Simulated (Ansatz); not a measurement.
**Cr: properties at the relaxed cell**

An exercise on one series of results from a longer session: the logs are not shown, and one member is left open.

This is Cr in the hcp structure; at room conditions it is bcc.

Computed with Ansatz 0.2.0 (DFT r2SCAN, scalar-relativistic, plane waves, PAW, unless a step's input says otherwise).

### The structure to begin with

It takes space group P6_3/mmc (No. 194, hexagonal). Conventional cell: a = 2.456 Å, b = 2.456 Å, c = 4.473 Å, α = 90.00°, β = 90.00°, γ = 120.00°. Cr (site symmetry -6m2) is surrounded by 12 Cr at 2.46 to 2.65 Å.

Structure file:

```cif
data_structure
_symmetry_space_group_name_H-M 'P6_3/mmc'
_symmetry_Int_Tables_number 194
_cell_length_a 2.4559
_cell_length_b 2.4559
_cell_length_c 4.4730
_cell_angle_alpha 90.000
_cell_angle_beta 90.000
_cell_angle_gamma 120.000
_cell_volume 23.36
loop_
_atom_site_label
_atom_site_type_symbol
_atom_site_symmetry_multiplicity
_atom_site_Wyckoff_symbol
_atom_site_fract_x
_atom_site_fract_y
_atom_site_fract_z
_atom_site_occupancy
Cr1 Cr 2 c 0.33333 0.66667 0.25000 1
```

It is the result of an earlier relaxation at this level (volume 11.68 Å³/atom; gap on the mesh: none (metal)).

Set-up of the first run:

The input, input.yaml:

```yaml
crystal:
  lattice:
    - [2.4310812759, 0.0, 0.0]
    - [-1.215540638, 2.1053781436, 0.0]
    - [0.0, 0.0, 4.4277941832]
  atoms:
    - { symbol: Cr, position: [0.3333333333, 0.6666666667, 0.25] }
    - { symbol: Cr, position: [0.6666666667, 0.3333333333, 0.75] }
basis:
  ecutwfc: 500
kpoints:
  mp_grid: { grid: [18, 18, 10] }
hamiltonian:
  xc: r2scan
scf:
  occupations: { method: gaussian, width: 0.1 }
output:
  forces: true
  stress: true
  eigenvalues: true
relax:
  adjacent_minimum: "off"
  f_tol: 0.01
  max_steps: 30
  cell: { stress_tol: 0.1, fix: [volume] }
```

The run is started by

```sh
ansatz run input.yaml --threads 1 --pin off --max-ram 2560MiB --backend cpu --events-out ev --progress --plain --runs-dir out
```

Steps of the session up to this table: The cell scaled to 0.97 of its volume; The cell scaled to 1.03 of its volume; Point at V/V0 = 0.94; Volume × 1.06; Volume × 0.91; Volume × 1.10; The cell scaled to 0.88 of its volume.

One of the session's tables, all rows but one given; the rest of the session is left out.

It belongs to the step «Energy against volume». 

| volume (Å³/atom) | energy above the lowest point (meV/atom) | pressure (GPa) |
| --- | --- | --- |
| 10.280 | 163.2 | 41.68 |
| 10.631 | 86.7 | 28.74 |
| 10.981 | 36.5 | 17.66 |
| 11.331 | 8.6 | 8.16 |
| 11.682 | 0.0 | 0.01 |
| 12.032 | 7.9 | -6.96 |
| 12.383 | ? | ? |
| 12.850 | 77.6 | -19.59 |

**Question.** Estimate the row for volume (Å³/atom) = 12.383.

Worked estimate for «energy above the lowest point (meV/atom)». A straight line through the neighbours (12.032, 7.9) and (12.850, 77.6) gives 7.9 + (77.6 − 7.9) × (12.383 − 12.032) / (12.850 − 12.032) = 37.8; a parabola fitted to 3 rows on both sides gives 29.0.

As computed: energy above the lowest point (meV/atom): 29.8; pressure (GPa): -12.94. In «energy above the lowest point (meV/atom)» the line misses by +8.0 and the parabola by -0.8.

Caveats from the session: The final runs have no spin polarisation, so a magnetic state may lie lower.
